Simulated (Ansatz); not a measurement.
# W (Tungsten): a relaxation

The task is a relaxation on W (Tungsten).

Method: DFT, LDA, PAW with Ansatz's default frozen-core files, scalar-relativistic (as first typed), in Ansatz 0.2.0.

**1. Starting point**

Symmetry: Im-3m, No. 229, cubic system. The conventional cell has a = 3.165 Å, b = 3.165 Å, c = 3.165 Å, α = 90.00°, β = 90.00°, γ = 90.00°. W (site symmetry m-3m) has 8 W at 2.74 Å as nearest neighbours.

Structure file:

```
CELL_PARAMETERS angstrom
-1.58234 1.58234 1.58234
1.58234 -1.58234 1.58234
1.58234 1.58234 -1.58234
ATOMIC_POSITIONS crystal
W 0.00000 0.00000 0.00000
```

**2. Running it**

input.yaml reads:

```yaml
crystal:
  lattice:
    - [-1.582345, 1.582345, 1.582345]
    - [1.582345, -1.582345, 1.582345]
    - [1.582345, 1.582345, -1.582345]
  atoms:
    - { symbol: W, position: [0.0, 0.0, 0.0] }
kpoints:
  mp_grid: { grid: [15, 15, 15] }
scf:
  occupations: { method: gaussian, width: 1.0 }
  max_iter: 100
hamiltonian:
  xc: lda
  pseudopotentials: { kind: paw }
output:
  forces: true
  stress: true
  efg: { contact_densities: true }
relax:
  f_tol: 0.005
  max_steps: 80
  cell: {}
```

Started as:

```
> ansatz run input.yaml --threads 1 --pin off --max-ram 2048MiB --backend cpu --events-out ev --progress --plain --runs-dir out
```

**Question.** How will this run end, and is anything wrong with its input?

This run ends as converged, with warnings (gradients without spin orbit). That alone doesn't make the input a sound one.

Look at the input: scf.occupations.method is gaussian; scf.occupations.width is 1.0. Occupations are smeared over electronvolts, wider than many features of the bands.

Run again and compare: set scf.occupations.method to fermi_dirac and scf.occupations.width to 0.05.
